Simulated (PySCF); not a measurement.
# C2H5ClFGa: the cost of one run

Computed with PySCF 2.14.0, with density-fitted response routines of our own, on a single molecule in the gas phase. Atoms count from 0, in the outputs and in this text.

### 1 The molecule as given

10 atoms, charge 0, multiplicity 1; geometry from: PBE0-D3(BJ)/def2-SVP.

Bonds of the start (Å): C0–C1 1.52, C1–Ga2 1.95, Ga2–F3 1.75, Ga2–Cl4 2.14, C0–H5 1.10, C0–H6 1.10, C0–H7 1.10, C1–H8 1.10, C1–H9 1.10.

### 2 X-ray photoelectron lines: SCAN, X2C

Job settings and geometry (Å):

```
{"job": {"kind": "xps"}, "charge": 0, "multiplicity": 1}
C     -1.369801     0.075799     0.250437
C     -0.041265    -0.536052     0.677428
Ga     1.537395     0.334669    -0.067741
F      1.407096     1.664702    -1.202106
Cl     3.575077    -0.162087     0.370210
H     -1.501882     0.053363    -0.841582
H     -1.456289     1.127217     0.562894
H     -2.216786    -0.470107     0.695951
H      0.030387    -1.599969     0.393859
H      0.087449    -0.514058     1.772755
```

Level: delta-SCF UKS SCAN, pcX-2 on the ionised atom, pcseg-1 elsewhere, spin-free X2C.

The run is started by

```bash
> OMP_NUM_THREADS=1 python probes_run.py task.json out
```

This one command runs all jobs of the session in turn.

Q: Estimate the wall time and peak memory of this first job on 1 thread of Arm Neoverse V1, shared host.

About 27 s, with a peak of 0.48 GiB.
